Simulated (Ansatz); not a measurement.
Task: a ladder of methods at one geometry of FH3SSiSn, SMILES F[SiH]1[S][SnH2]1, with the Ansatz DFT code, driven from Python. Give the script and its output. Level of theory (for the species named): HSE06, def2-SVP basis, multiplicity 1. The script varies functional: hse06, revpbe, b3lyp, r2scan, pbe.

```xyz
7

F     0.0885   -1.3298    2.0852
Si    0.5027   -1.0151    0.4752
S    -1.1707   -1.1385   -0.8822
Sn   -0.2659    1.1511   -0.4487
H     1.7779   -1.5595   -0.0508
H    -1.4405    2.0426    0.5874
H     0.5692    1.7811   -1.8119
```

Script `fh3ssisn_methods.py`:
```python
# -*- coding: utf-8 -*-
"""One geometry of FH3SSiSn, method by method."""

from pathlib import Path
import warnings

import ansatz as az
import numpy as np

BASIS = "def2-SVP"


def main():
    warnings.simplefilter("ignore", az.DeckWarning)

    system = (
        az.Crystal.molecule()
        .atom("F", [0.0885, -1.3298, 2.0852])
        .atom("Si", [0.5027, -1.0151, 0.4752])
        .atom("S", [-1.1707, -1.1385, -0.8822])
        .atom("Sn", [-0.2659, 1.1511, -0.4487])
        .atom("H", [1.7779, -1.5595, -0.0508])
        .atom("H", [-1.4405, 2.0426, 0.5874])
        .atom("H", [0.5692, 1.7811, -1.8119])
    )

    base = system.calculation().basis(gaussian=BASIS)

    print("functional    E (Ha)        dipole (D)   HOMO (eV)  LUMO (eV)")
    for name in ["hse06", "revpbe", "b3lyp", "r2scan", "pbe"]:
        rep = base.functional(name).forces().orbitals().run(threads=1, backend="cpu", runs_dir="runs").report
        lines = Path(rep["orbitals_path"]).read_text().splitlines()
        field_of = lambda key: [line.split("=")[1].strip() for line in lines if line.startswith(key)]
        orbitals = [(27.211386 * float(e), s, float(n)) for e, s, n in zip(field_of("Ene="), field_of("Spin="), field_of("Occup="))]
        homo = max(e for e, _, n in orbitals if n > 0.5)
        lumo = min(e for e, _, n in orbitals if n < 0.5)
        dipole = 4.803205 * np.linalg.norm(rep["charge_distribution"]["dipole_moment_e_ang"])
        print(f"{name:10s} {rep['free_energy_ev'] / 27.211386246:14.6f} {dipole:9.3f} {homo:11.3f} {lumo:10.3f}")


if __name__ == "__main__":
    main()
```

```console
$ python fh3ssisn_methods.py
functional    E (Ha)        dipole (D)   HOMO (eV)  LUMO (eV)
hse06        -1003.017731     2.874      -6.452     -1.567
revpbe       -1003.266236     2.560      -5.782     -1.966
b3lyp        -1003.490600     2.715      -6.591     -1.411
r2scan       -1003.375446     2.775      -6.094     -1.862
pbe          -1002.967900     2.529      -5.822     -2.026
```

Total energies depend on the basis set; only differences at equal settings carry meaning. The geometry is a force-field or estimated start, not a minimum of this method, and the basis set is short of its limit. A lower total doesn't mark the better method: functionals have no common bound, and MP2 and coupled cluster aren't variational. def2 sets replace the cores of elements past krypton by effective core potentials. b3lyp holds the VWN-RPA fit, as in Gaussian; the form of ORCA and Turbomole is b3lyp5. Levels such as HOMO and LUMO are orbital energies: with these approximate functionals they aren't the ionisation energy and electron affinity, and their gap isn't the fundamental gap. hse06 follows the composition of plane-wave codes, whose totals differ by tens of mHa, up to about 0.1 Ha, from the form usual in Gaussian-basis programs (wpbeh). The whole script took 25 s on 1 thread of Arm Neoverse V1, with other jobs on the host, peak memory 0.27 GiB.
